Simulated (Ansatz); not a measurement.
**CH₂BrFO₂Si: how energies converge with the basis set**

An exercise on one series of results from a longer session: the logs are not shown, and one member is left open.

The runs use Ansatz 0.2.0, Gaussian basis; one geometry, several basis sets.

The runs, in order: PBE0-D4/def2-SVP; ωB97M-V/def2-SVP; PBE0-D4/def2-QZVPP; ωB97M-V/def2-QZVPP; the functionals' def2-TZVPP values are taken from earlier runs.

### Structure used throughout

An earlier PBE0-D4 in a triple-zeta def2 set relaxation fixed the geometry.

8 atoms, charge 0, spin multiplicity 1.

Atoms are counted from 1 here; the program's logs count them from 0.

Bond lengths: O1–C2 1.194 Å, C2–O3 1.341 Å, C2–H7 1.098 Å, O3–Si4 1.667 Å, Si4–F5 1.580 Å, Si4–Br6 2.183 Å, Si4–H8 1.466 Å. Angles: O1–C2–O3 124.2°, O1–C2–H7 125.0°, O3–C2–H7 110.8°, C2–O3–Si4 120.8°, O3–Si4–F5 103.0°, O3–Si4–Br6 110.9°, O3–Si4–H8 112.3°, F5–Si4–Br6 108.7°, F5–Si4–H8 109.4°, Br6–Si4–H8 112.1°.

Set-up of the first run:

Input file in.yaml:

```yaml
crystal:
  periodic: [false, false, false]
  atoms:
    - {symbol: O, position_ang: [-0.066688, -1.389345, 1.332036]}
    - {symbol: C, position_ang: [0.909949, -0.951254, 0.803967]}
    - {symbol: O, position_ang: [0.892586, -0.017803, -0.158045]}
    - {symbol: Si, position_ang: [-0.549875, 0.604133, -0.716760]}
    - {symbol: F, position_ang: [-0.103820, 1.472029, -1.959073]}
    - {symbol: Br, position_ang: [-1.455927, 1.923520, 0.767641]}
    - {symbol: H, position_ang: [1.939860, -1.254746, 1.034410]}
    - {symbol: H, position_ang: [-1.473984, -0.443633, -1.159976]}
basis:
  gaussian: {orbitals: def2-SVP}
hamiltonian: {xc: pbe0, dispersion: d4}
output: {orbitals: {seedname: orbitals}}
```

Among the steps run: PBE0-D4 in def2-SVP; ωB97M-V in def2-SVP; PBE0-D4 in def2-QZVPP; ωB97M-V in def2-QZVPP.

One table of the session follows, with a row left open; its other results are not shown here.

It belongs to the step «Density functionals: the series». 

```
functional       basis  HOMO (eV)
   PBE0-D4    def2-SVP      -8.79
   PBE0-D4  def2-TZVPP      -8.89
   PBE0-D4  def2-QZVPP      -8.91
   ωB97M-V    def2-SVP          ?
   ωB97M-V  def2-TZVPP     -11.22
   ωB97M-V  def2-QZVPP     -11.25
```

**Question.** Estimate the row for ωB97M-V, def2-SVP.

**Answer.** HOMO (eV): -11.11. In the column «HOMO (eV)» it lies between ωB97M-V, def2-TZVPP (-11.22) and PBE0-D4, def2-QZVPP (-8.91).
